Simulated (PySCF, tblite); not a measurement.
# C₃H₁₈ClNSi₅, a cluster model of a defect (Si site with back bonds C, C[SiH3], Cl): infrared bands, NMR shifts, core binding energies and electronic excitations, part 2 of 2

tblite 0.8.0 and PySCF 2.14.0. Atoms count from 0, parts from 1.

## (5) Core holes by ΔSCF: SCAN, X2C

What the job is given:

```
{"job": {"kind": "xps", "holes": 3}, "charge": 0, "multiplicity": 1}
Si     1.355465     0.892044    -0.062178
C      2.279802     0.708923     1.597649
C      2.014784    -0.439115    -1.268632
Si     1.918481    -2.231018    -0.648892
Cl     1.990763     2.696403    -0.841743
Si    -0.970080     0.838497     0.275876
Si    -1.721145    -0.560418     1.974423
N     -1.791313     0.394118    -1.208599
Si    -2.056473    -1.138482    -1.965492
C     -1.560659     2.633042     0.595006
H      2.064367     1.539520     2.263650
H      3.356671     0.676623     1.457619
H      1.984631    -0.204883     2.103796
H      1.450187    -0.367623    -2.198975
H      3.050415    -0.216108    -1.531285
H      0.552539    -2.527807    -0.209847
H      2.307199    -3.145144    -1.728474
H      2.847388    -2.418692     0.469434
H     -1.534579     0.057243     3.294784
H     -3.139703    -0.927706     1.917186
H     -0.972536    -1.823241     2.025010
H     -1.973517     1.175990    -1.819694
H     -0.925870    -1.533498    -2.817415
H     -3.260606    -0.995508    -2.786825
H     -2.232883    -2.101722    -0.881496
H     -1.236029     3.308046    -0.192517
H     -1.153952     3.010967     1.528341
H     -2.643346     2.699551     0.659291
```

With the program's defaults for keys left out, this is: delta-SCF UKS SCAN, pcX-2 on the ionised atom, pcseg-1 elsewhere, spin-free X2C.

The log of the run:

```text
ground state, core basis on atom 0 (Si), 296 functions
  cycle   1  E = -2091.53883320  |g| = 8.47e-01
  cycle   2  E = -2091.29203196  |g| = 1.26e+00
  cycle   3  E = -2091.71094778  |g| = 1.88e-01
  cycle   4  E = -2091.71952833  |g| = 6.30e-02
  cycle   5  E = -2091.72053222  |g| = 1.79e-02
  cycle   6  E = -2091.72062290  |g| = 4.46e-03
  cycle   7  E = -2091.72062951  |g| = 1.69e-03
  cycle   8  E = -2091.72063221  |g| = 6.22e-04
  cycle   9  E = -2091.72063432  |g| = 1.21e-04
  E(ground) = -2091.85412298 Eh
hole in Si 2p of atom 0
  cycle   1  E = -2087.43171550  |g| = 1.25e+00
  cycle   2  E = -2086.09695702  |g| = 1.78e+00
  cycle   3  E = -2087.55677840  |g| = 6.07e-01
  cycle   4  E = -2087.76630268  |g| = 1.96e-01
  cycle   5  E = -2087.77667803  |g| = 1.22e-01
  cycle   6  E = -2087.78459259  |g| = 2.07e-02
  cycle   7  E = -2087.78483159  |g| = 8.42e-03
  cycle   8  E = -2087.78487005  |g| = 3.51e-03
  cycle   9  E = -2087.78487802  |g| = 1.29e-03
  cycle  10  E = -2087.78488277  |g| = 5.25e-04
  cycle  11  E = -2087.78488190  |g| = 2.63e-04
  E(ion) = -2087.92786478 Eh   <S^2> = 0.7520   hole on atom = 1.002   binding energy = 106.839 eV
  2p3/2 = 106.564 eV   2p1/2 = 107.192 eV
ground state, core basis on atom 1 (C), 285 functions
  cycle   1  E = -2091.62259382  |g| = 6.02e-02
  cycle   2  E = -2091.62248883  |g| = 3.02e-02
  cycle   3  E = -2091.62258976  |g| = 2.37e-02
  cycle   4  E = -2091.62274806  |g| = 2.32e-03
  cycle   5  E = -2091.62274982  |g| = 6.44e-04
  cycle   6  E = -2091.62275248  |g| = 1.64e-04
  E(ground) = -2091.79711929 Eh
hole in C 1s of atom 1
  cycle   1  E = -2080.39261338  |g| = 1.51e+00
  cycle   2  E = -2078.96823259  |g| = 2.05e+00
  cycle   3  E = -2080.78035854  |g| = 5.85e-01
  cycle   4  E = -2080.87742025  |g| = 4.30e-01
  cycle   5  E = -2080.96713329  |g| = 1.04e-01
  cycle   6  E = -2080.97180354  |g| = 3.02e-02
  cycle   7  E = -2080.97233329  |g| = 9.57e-03
  cycle   8  E = -2080.97238911  |g| = 4.69e-03
  cycle   9  E = -2080.97240498  |g| = 1.79e-03
  cycle  10  E = -2080.97240617  |g| = 8.59e-04
  cycle  11  E = -2080.97240726  |g| = 3.52e-04
  E(ion) = -2081.14493912 Eh   <S^2> = 0.7670   hole on atom = 1.000   binding energy = 289.861 eV
ground state, core basis on atom 2 (C), 285 functions
  cycle   1  E = -2091.62335010  |g| = 5.80e-02
  cycle   2  E = -2091.62324617  |g| = 2.67e-02
  cycle   3  E = -2091.62325136  |g| = 2.62e-02
  cycle   4  E = -2091.62344466  |g| = 2.66e-03
  cycle   5  E = -2091.62344490  |g| = 6.03e-04
  cycle   6  E = -2091.62344530  |g| = 1.18e-04
  E(ground) = -2091.79796557 Eh
hole in C 1s of atom 2
  cycle   1  E = -2080.38597088  |g| = 1.52e+00
  cycle   2  E = -2079.37690681  |g| = 1.97e+00
  cycle   3  E = -2080.90556909  |g| = 3.86e-01
  cycle   4  E = -2080.95848640  |g| = 2.01e-01
  cycle   5  E = -2080.98021935  |g| = 7.28e-02
  cycle   6  E = -2080.98262826  |g| = 2.17e-02
  cycle   7  E = -2080.98283995  |g| = 9.58e-03
  cycle   8  E = -2080.98288628  |g| = 3.44e-03
  cycle   9  E = -2080.98289388  |g| = 1.10e-03
  cycle  10  E = -2080.98289500  |g| = 5.62e-04
  cycle  11  E = -2080.98289758  |g| = 1.98e-04
  E(ion) = -2081.15566358 Eh   <S^2> = 0.7687   hole on atom = 1.000   binding energy = 289.592 eV
```

Run time: 2.6 min. Hardware: 1 thread of Intel Xeon Platinum 8488C, shared host; peak memory 1.2 GiB.

Binding energies by hole, beside the orbital energy of the ground state; the difference holds orbital relaxation and, for a density functional, its self-interaction error:

```csv
hole,stands for,environment,ΔSCF (eV; 2p as the shell's mean),−ε (eV),⟨S²⟩
Si2p on Si0,Si0,"silicon bonded to 2 C, Cl, Si",106.77,96.7,0.752
C1s on C1,C1,"carbon bonded to Si, 3 H",289.86,273.2,0.767
C1s on C2,C2,"carbon bonded to 2 Si, 2 H",289.59,273.4,0.769
```

With the spin-orbit splitting: Si0 2p3/2 106.56, 2p1/2 107.19 eV. The table gives each 2p level as the mean over the whole 2p shell (two parts 2p3/2, one part 2p1/2), which differs a little from the single hole in the log.

## (6) TDDFT and polarisability: wB97X-D/def2-SVP

Same as in step 5 but for these lines:

```diff
@@ -1,2 +1,2 @@
-{"job": {"kind": "xps", "holes": 3}, "charge": 0, "multiplicity": 1}
+{"job": {"kind": "uv", "xc": "wB97X-D", "basis": "def2-SVP", "nstates": 6, "ntriplets": 2, "ip": false}, "charge": 0, "multiplicity": 1}
 Si     1.355465     0.892044    -0.062178
```

With the program's defaults for keys left out, this is: TDDFT wB97X-D/def2-SVP, vertical, gas phase, core orbitals frozen in the response.

The log of the run:

```text
coarse grid: 25224 points
cycle   1  E = -2086.5212517574  dE =  4.055e-01  |g| = 5.768e-01  |ddm| = 4.930e+00
cycle   2  E = -2086.5503507505  dE = -2.910e-02  |g| = 5.092e-01  |ddm| = 1.154e+00
cycle   3  E = -2086.6115252892  dE = -6.117e-02  |g| = 7.116e-02  |ddm| = 5.300e-01
cycle   4  E = -2086.6126711924  dE = -1.146e-03  |g| = 3.178e-02  |ddm| = 1.118e-01
cycle   5  E = -2086.6129441257  dE = -2.729e-04  |g| = 4.476e-03  |ddm| = 4.205e-02
cycle   6  E = -2086.6129512928  dE = -7.167e-06  |g| = 1.094e-03  |ddm| = 9.310e-03
final grid: 212688 points
cycle   7  E = -2086.8820914175  dE = -1.153e-04  |g| = 6.869e-03  |ddm| = 4.849e-02
cycle   8  E = -2086.8820945732  dE = -3.156e-06  |g| = 6.358e-03  |ddm| = 1.420e-02
cycle   9  E = -2086.8821036768  dE = -9.104e-06  |g| = 7.411e-04  |ddm| = 5.993e-03
cycle  10  E = -2086.8821038128  dE = -1.360e-07  |g| = 3.811e-04  |ddm| = 1.497e-03
cycle  11  E = -2086.8821038543  dE = -4.146e-08  |g| = 5.580e-05  |ddm| = 5.913e-04
cycle  12  E = -2086.8821038557  dE = -1.456e-09  |g| = 1.721e-05  |ddm| = 1.475e-04
cycle  13  E = -2086.8821038559  dE = -1.783e-10  |g| = 6.325e-06  |ddm| = 5.788e-05
converged SCF energy = -2086.8821038559

Static polarisability (au): isotropic 167.340, principal 157.899 170.360 173.761

Singlet excitations
state   eV       nm        f      main configurations
  1   5.3702    230.9   0.01700   H->L 0.65, H->L+1 0.31
  2   5.5559    223.2   0.07210   H->L+1 0.65, H->L 0.31
  3   6.8528    180.9   0.03131   H->L+2 0.27, H-2->L+1 0.26, H->L+3 0.12
  4   6.9944    177.3   0.02678   H-1->L 0.62, H-1->L+1 0.22
  5   7.0488    175.9   0.02911   H-3->L 0.56, H-2->L 0.19
  6   7.1310    173.9   0.00486   H->L+2 0.25, H-2->L 0.23, H-3->L 0.20

Triplet excitations (Tamm-Dancoff, eV): 4.8498 4.9700
```

Wall time 2.6 min (1 thread of Intel Xeon Platinum 8488C, shared host); peak memory 1.4 GiB.

Frontier orbitals and where they lie:

```csv
orbital,eV,atoms
HOMO−3,-10.27,"Si5 23 %, C9 18 %, Si6 15 %"
HOMO−2,-10.23,"Cl4 22 %, N7 17 %, Si5 16 %"
HOMO−1,-9.97,"Cl4 32 %, C2 23 %, Si0 11 %"
HOMO,-8.53,"N7 34 %, Si0 16 %, Si5 15 %"
LUMO,1.16,"Si5 25 %, Si0 22 %, Si6 21 %"
LUMO+1,1.31,"Si5 28 %, Si0 14 %, Si6 12 %"
LUMO+2,2.66,"Si6 22 %, Si0 20 %, Si5 10 %"
```

With each of the 6 states as a Gaussian band of 0.4 eV half-width at 1/e, the curve within the window shown has maxima at 225 nm (ε 3,500), 178 nm (ε 3,500) L/(mol cm). Beyond the last state computed it falls off for lack of states. The curve at chosen wavelengths:

(nm, ε (L/mol/cm)): (167, 1071), (171, 2238), (174, 3069), (178, 3545), (182, 3103), (186, 2134), (189, 1405), (193, 702), (197, 372), (200, 348), (204, 586), (208, 1112), (212, 1848), (215, 2441), (219, 3108), (223, 3463), (227, 3424), (230, 3165), (234, 2619), (238, 1988), (241, 1536), (245, 1025), (249, 642), (253, 381), (256, 249), (260, 136)

Ground-state properties from the same run:

```csv
property,computed
dipole moment (D),0.71
polarisability (Å³),24.80
HOMO–LUMO gap (eV),9.69
−ε(HOMO) (eV),8.53
```

## (7) Nuclear shieldings: LC-wPBE/pcSseg-0

Same as in step 6 but for these lines:

```diff
@@ -1,2 +1,2 @@
-{"job": {"kind": "uv", "xc": "wB97X-D", "basis": "def2-SVP", "nstates": 6, "ntriplets": 2, "ip": false}, "charge": 0, "multiplicity": 1}
+{"job": {"kind": "nmr", "xc": "LC-wPBE", "basis": "pcSseg-0", "pop": false, "scf": {"conv": 1e-08}}, "charge": 0, "multiplicity": 1}
 Si     1.355465     0.892044    -0.062178
```

Level: GIAO LC-wPBE/pcSseg-0 NMR shielding, non-relativistic, gas phase.

The log of the run:

```text
final grid: 212688 points
cycle   1  E = -2084.2774167443  dE =  4.600e-01  |g| = 5.408e-01  |ddm| = 5.087e+00
cycle   2  E = -2084.3316753604  dE = -5.426e-02  |g| = 3.878e-01  |ddm| = 1.292e+00
cycle   3  E = -2084.3638910609  dE = -3.222e-02  |g| = 7.662e-02  |ddm| = 5.139e-01
cycle   4  E = -2084.3652499314  dE = -1.359e-03  |g| = 2.633e-02  |ddm| = 1.300e-01
cycle   5  E = -2084.3654417009  dE = -1.918e-04  |g| = 3.843e-03  |ddm| = 4.414e-02
cycle   6  E = -2084.3654470818  dE = -5.381e-06  |g| = 1.117e-03  |ddm| = 9.988e-03
cycle   7  E = -2084.3654477088  dE = -6.270e-07  |g| = 3.665e-04  |ddm| = 3.941e-03
cycle   8  E = -2084.3654477673  dE = -5.845e-08  |g| = 8.807e-05  |ddm| = 1.063e-03
cycle   9  E = -2084.3654477680  dE = -7.149e-10  |g| = 1.745e-05  |ddm| = 5.189e-04
converged SCF energy = -2084.3654477680

GIAO shielding tensors (ppm)
atom      isotropic    diamagn.    paramagn.     s11        s22        s33       span
  0 Si     325.593     876.580    -550.987    282.947    306.920    386.912    103.964
  1 C      196.336     260.230     -63.894    184.715    201.159    203.134     18.419
  2 C      207.091     262.250     -55.159    195.787    208.772    216.713     20.926
  3 Si     474.594     879.175    -404.580    442.904    449.832    531.046     88.142
  4 Cl    1046.445    1148.004    -101.559    986.794   1042.046   1110.494    123.700
  5 Si     399.806     877.934    -478.129    359.029    371.584    468.803    109.774
  6 Si     518.262     880.646    -362.385    493.079    515.208    546.497     53.418
  7 N      309.382     328.375     -18.994    271.749    277.133    379.263    107.515
  8 Si     438.349     878.436    -440.087    379.125    406.508    529.415    150.291
  9 C      199.722     257.642     -57.920    186.622    202.414    210.130     23.509
 10 H       33.173      32.518       0.655     28.699     30.676     40.144     11.445
 11 H       32.819      32.285       0.534     28.397     29.660     40.400     12.003
 12 H       33.343      32.920       0.423     29.132     31.636     39.262     10.130
 13 H       33.349      33.965      -0.617     28.895     30.652     40.498     11.603
 14 H       33.444      34.757      -1.313     26.749     31.520     42.062     15.313
 15 H       29.583      29.849      -0.266     24.797     30.427     33.524      8.727
 16 H       29.325      29.849      -0.524     25.118     26.280     36.578     11.461
 17 H       29.561      30.292      -0.731     25.235     28.239     35.209      9.974
 18 H       30.255      30.179       0.076     26.284     27.862     36.619     10.335
 19 H       29.855      30.013      -0.158     25.859     27.305     36.401     10.542
 20 H       29.912      29.569       0.343     25.586     29.444     34.705      9.119
 21 H       36.104      35.585       0.518     24.510     33.454     50.347     25.837
 22 H       28.641      30.146      -1.505     23.160     29.145     33.618     10.458
 23 H       28.474      29.948      -1.474     23.214     26.135     36.073     12.859
 24 H       28.733      30.138      -1.405     24.795     28.365     33.037      8.242
 25 H       32.375      32.176       0.199     27.069     31.428     38.628     11.559
 26 H       33.380      31.859       1.521     28.610     30.429     41.100     12.489
 27 H       32.771      31.517       1.255     27.590     29.755     40.968     13.378
```

Run time: 93 s. Hardware: 1 thread of Intel Xeon Platinum 8488C, shared host; peak memory 1.1 GiB.

In short: δ C1 4.8, C9 1.4, C2 -6.0, Si0 32.6, H23 4.87, H22 4.70 ppm.

## (8) Side by side: NMR shifts

Isotropic shieldings (ppm) of some atoms, chosen among heavy atoms and hydrogens apart, with basis size and wall time:

```csv
run,H13,H21,Si8,Si3,Si6,Cl4,N7,functions,time
PBE0/pcSseg-1,31.02,32.61,403.2,426.7,463.1,939,264.0,302,2.9 min
LC-wPBE/pcSseg-0,33.35,36.10,438.3,474.6,518.3,1046,309.4,150,93 s
```

## (9) Outcome

The summary covers parts 1 to 2.

| quantity | value |
| --- | --- |
| strongest single infrared mode (GFN2-xTB) | 803 cm⁻¹ |
| $^{13}$C shifts against TMS (PBE0/pcSseg-1) | 5.6, 2.2, 1.7 ppm |
| $^{1}$H shifts against TMS (PBE0/pcSseg-1) | 4.80, 4.80, 4.65, 4.10, 4.08, 3.91, 3.70, 3.64, 3.35, 0.90, 0.69, 0.60, 0.54, 0.42 ppm and more |
| $^{29}$Si shifts against TMS (PBE0/pcSseg-1) | 24.3, -16.9, -54.0, -77.6, -113.9 ppm |
| $^{35}$Cl shifts against HCl (PBE0/pcSseg-1) | 11 ppm |
| $^{15}$N shifts against NH3 (PBE0/pcSseg-1) | 3.7 ppm |
| C1s binding energies, SCAN/pcX-2 (standing for 2 of 3 atoms) | C1 289.86, C2 289.59 eV |
| Si2p binding energies, SCAN/pcX-2 (standing for 1 of 5 atoms) | Si0 106.77 eV |
| lowest singlet (wB97X-D/def2-SVP) | 5.37 eV (231 nm), f = 0.017 |
| brightest single state of those computed | state 2, 5.56 eV, f = 0.072 |
| lowest triplet | 4.85 eV |
| range of the shielding of Cl4 | 939 to 1046 ppm |

No mode is imaginary at GFN2-xTB; the softest lies at 17 cm⁻¹. At PBE0/pcSseg-1: Shielding is most anisotropic at Cl4 (span 109 ppm, paramagnetic term -212 ppm). C1 (carbon bonded to Si, 3 H) binds its C1s electron 0.27 eV more tightly than C2 (carbon bonded to 2 Si, 2 H). Only 2 of the 3 C atoms are covered by sound results. The lowest singlet, at 5.37 eV, is HOMO→LUMO 0.65, HOMO→LUMO+1 0.31 and is weak; of the 6 states computed, the strongest absorption comes from state 2 at 5.56 eV. The lowest triplet lies 0.52 eV below the lowest singlet (triplets in Tamm-Dancoff, singlets in full TDDFT). Across the 2 runs the shielding of Cl4 moves most, between 939 (PBE0/pcSseg-1) and 1046 ppm (LC-wPBE/pcSseg-0). A capped cluster stands for the solid here, so long-range fields and strain are missing, and bands or shifts of the capping hydrogens have no counterpart in it.
